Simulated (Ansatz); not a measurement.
# Rb: substituted relatives

An exercise on one series of results from a longer session: the logs are not shown, and one member is left open.

Computed with Ansatz 0.2.0 (DFT PBEsol, scalar-relativistic, plane waves, PAW, unless a step's input says otherwise).

1 further run of the same task is left out (set aside as unsound or not needed). Runs told in other sessions of the task aren't counted.

### The structure to begin with

Symmetry: Im-3m, No. 229, cubic system. Conventional cell: a = 5.572 Å, b = 5.572 Å, c = 5.572 Å, α = 90.00°, β = 90.00°, γ = 90.00°.

Structure file:

```xyz
1
Lattice="-2.7859 2.7859 2.7859 2.7859 -2.7859 2.7859 2.7859 2.7859 -2.7859" Properties=species:S:1:pos:R:3 pbc="T T T"
Rb    0.0000    0.0000    0.0000
```

It is the result of an earlier relaxation at this level (volume 86.49 Å³/atom; gap on the mesh: none (metal)).

Set-up of the first run:

input.yaml

```yaml
crystal:
  lattice:
    - [-1.9115670474, 1.9115670474, 1.9115670474]
    - [1.9115670474, -1.9115670474, 1.9115670474]
    - [1.9115670474, 1.9115670474, -1.9115670474]
  atoms:
    - { symbol: Li, position: [0.0, 0.0, 0.0] }
basis:
  ecutwfc: 420
kpoints:
  mp_grid: { grid: [6, 6, 6] }
hamiltonian:
  xc: pbesol
scf:
  occupations: { method: gaussian, width: 0.1 }
output:
  forces: true
  stress: true
  eigenvalues: true
```

The run is started by

```bash
ansatz run input.yaml --threads 1 --pin off --max-ram 2560MiB --backend cpu --events-out ev --progress --plain --runs-dir out
```

Steps of the session up to this table: Quick check of gap, pressure and forces (Li); The relaxation (Li); Relaxation repeated (Li); Probe: one point at the start (Sr); Relaxing cell and atoms (Sr); Relaxation repeated from the new cell (Sr); A first look at the start (Cs); Relaxing cell and atoms (Cs).

One of the session's tables, all rows but one given; the rest of the session is left out.

Lengths are those of the vectors of the cell that was run:

```
   swap  volume (Å³/atom)  a (Å)  b (Å)  c (Å)
   none             86.49  4.825  4.825  4.825
Rb → Li             20.19  2.971  2.971  2.971
Rb → Sr                 ?      ?      ?      ?
Rb → Cs            108.24  5.200  5.200  5.200
```

**Question.** Estimate the row for Rb → Sr.

As computed: volume (Å³/atom): 51.01; a (Å): 4.047; b (Å): 4.047; c (Å): 4.047. In the column «volume (Å³/atom)» it lies between Rb → Li (20.19) and none (86.49).

Lengths are those of the computed cell.
